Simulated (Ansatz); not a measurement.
# Sc2AlF3: the cost of one run

Computed with Ansatz 0.2.0 (DFT PBE, scalar-relativistic, plane waves, PAW, unless a step's input says otherwise).

1 further run of the same task is left out (it didn't finish).

## 1. The structure to begin with

Symmetry: P4mm, No. 99, tetragonal system. The conventional cell has a = 3.154 Å, b = 3.154 Å, c = 9.102 Å, α = 90.00°, β = 90.00°, γ = 90.00°. Sc (site symmetry 4mm) is surrounded by 4 Al at 2.72 Å and 6 F at 2.74 to 2.98 Å. Sc (site symmetry 4mm) is surrounded by 9 F at 2.73 to 2.94 Å and 1 Al at 3.01 Å. Around Al (site symmetry 4mm) lie 4 F at 2.64 Å and 5 Sc at 2.72 to 3.01 Å. Around F (site symmetry 4mm) lie 4 F at 2.62 Å and 5 Sc at 2.73 to 2.96 Å. F (site symmetry 4mm) has 4 Al at 2.64 Å and 5 Sc at 2.74 to 2.98 Å as nearest neighbours. F (site symmetry 4mm) is surrounded by 4 F at 2.62 Å and 5 Sc at 2.74 to 2.94 Å.

Structure file:

```
CELL_PARAMETERS angstrom
3.15353 0.00000 0.00000
0.00000 3.15353 0.00000
0.00000 0.00000 9.10209
ATOMIC_POSITIONS crystal
Sc 0.00000 0.00000 0.99994
Sc 0.50000 0.50000 0.50158
Al 0.50000 0.50000 0.17134
F 0.00000 0.00000 0.67469
F 0.00000 0.00000 0.32747
F 0.50000 0.50000 0.82498
```

The cell is invented: species swapped into a database cell of MnAl2Cr3 (P4mm, No. 99), with Al on the Mn sites, Sc on the Al sites and F on the Cr sites. Lengths come from tabulated atomic sizes and are only a guess.

## 2. A first look at the guess

input.yaml

```yaml
crystal:
  lattice:
    - [3.1535319, 0.0, 0.0]
    - [0.0, 3.1535319, 0.0]
    - [0.0, 0.0, 9.10209338]
  atoms:
    - { symbol: Sc, position: [0.0, 0.0, 0.99994326] }
    - { symbol: Sc, position: [0.5, 0.5, 0.5015775] }
    - { symbol: Al, position: [0.5, 0.5, 0.17133546] }
    - { symbol: F, position: [0.0, 0.0, 0.67469239] }
    - { symbol: F, position: [0.0, 0.0, 0.32746965] }
    - { symbol: F, position: [0.5, 0.5, 0.82498175] }
basis:
  ecutwfc: 420
kpoints:
  mp_grid: { grid: [6, 6, 2] }
hamiltonian:
  xc: pbe
scf:
  occupations: { method: gaussian, width: 0.1 }
  lower_state_search: "off"
output:
  forces: true
  stress: true
  eigenvalues: true
```

The run is started by

```sh
$ ansatz run input.yaml --threads 1 --pin off --max-ram 2560MiB --backend cpu --events-out ev --progress --plain --runs-dir out
```

**Question.** How long does this run take on 1 thread of Arm Neoverse V2, shared host, and how much memory does it need?

About 4.5 s, with a peak of 0.32 GiB.
